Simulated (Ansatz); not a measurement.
# HfB2: further runs on the relaxed cell

The task here is to estimate one member of a computed series from the others.

Method: DFT PBE, scalar-relativistic, plane waves, PAW, in Ansatz 0.2.0.

1 further run of the same task is left out (set aside as unsound or not needed).

**Starting point**

The structure is hexagonal, space group P6/mmm (No. 191). Conventional cell: a = 3.145 Å, b = 3.145 Å, c = 3.487 Å, α = 90.00°, β = 90.00°, γ = 120.00°. Around Hf (site symmetry 6/mmm) lie 12 B at 2.52 Å. Around B (site symmetry -6m2) lie 3 B at 1.82 Å and 6 Hf at 2.52 Å.

Coordinates:

```cif
data_structure
_symmetry_space_group_name_H-M 'P 1'
_symmetry_Int_Tables_number 1
_cell_length_a 3.1451
_cell_length_b 3.1451
_cell_length_c 3.4873
_cell_angle_alpha 90.000
_cell_angle_beta 90.000
_cell_angle_gamma 120.000
_cell_volume 29.87
loop_
_atom_site_label
_atom_site_type_symbol
_atom_site_fract_x
_atom_site_fract_y
_atom_site_fract_z
_atom_site_occupancy
Hf1 Hf 0.00000 0.00000 0.00000 1
B1 B 0.33333 0.66667 0.50000 1
B2 B 0.66667 0.33333 0.50000 1
```

This cell was relaxed beforehand with the same method: volume 9.96 Å³/atom, gap on the mesh none (metal).

The first run:

Input file input.yaml:

```yaml
crystal:
  lattice:
    - [3.1450633627, 0.0, 0.0]
    - [-1.5725316813, 2.7237047686, 0.0]
    - [0.0, 0.0, 3.4872976848]
  atoms:
    - { symbol: Hf, position: [0.0, 0.0, 0.0] }
    - { symbol: B, position: [0.3333333333, 0.6666666667, 0.5] }
    - { symbol: B, position: [0.6666666667, 0.3333333333, 0.5] }
basis:
  ecutwfc: 420
kpoints:
  mp_grid: { grid: [15, 15, 12] }
  band_path:
    path:
      - [[0.0, 0.0, 0.0], [0.5, 0.0, 0.0], [0.33333333, 0.33333333, 0.0], [0.0, 0.0, 0.0], [0.0, 0.0, 0.5], [0.5, 0.0, 0.5], [0.33333333, 0.33333333, 0.5], [0.0, 0.0, 0.5]]
      - [[0.5, 0.0, 0.5], [0.5, 0.0, 0.0]]
      - [[0.33333333, 0.33333333, 0.5], [0.33333333, 0.33333333, 0.0]]
    npoints: 14
hamiltonian:
  xc: pbe
scf:
  occupations: { method: gaussian, width: 0.1 }
  n_extra_bands: 7
output:
  forces: true
  stress: true
  eigenvalues: true
  populations: true
  dos: { projected: true, de: 0.02, nscf_kmesh: { grid: [23, 23, 18] } }
  bader: true
```

Started as:

```bash
$ ansatz run input.yaml --threads 1 --pin off --max-ram 2560MiB --backend cpu --events-out ev --progress --plain --runs-dir out
```

Among the steps run: Static run: bands, density of states and charges; Relaxing with PBEsol; Relaxing with LDA; Relaxing with PBE+D3(BJ).

One table of the session follows, with a row left open; its other results are not shown here.

| functional | a (Å) | b (Å) | c (Å) | volume (Å³/atom) |
| --- | --- | --- | --- | --- |
| PBE | 3.145 | 3.145 | 3.487 | 9.96 |
| PBEsol | ? | ? | ? | ? |
| LDA | 3.103 | 3.103 | 3.422 | 9.51 |
| PBE+D3(BJ) | 3.122 | 3.122 | 3.456 | 9.72 |

**Question.** Estimate the row for PBEsol.

As computed: a (Å): 3.127; b (Å): 3.127; c (Å): 3.447; volume (Å³/atom): 9.73. In the column «a (Å)» it lies between PBE+D3(BJ) (3.122) and PBE (3.145).

Caveats from the session: Only the runs so marked include spin-orbit coupling; the others lack it, which matters for elements this heavy.
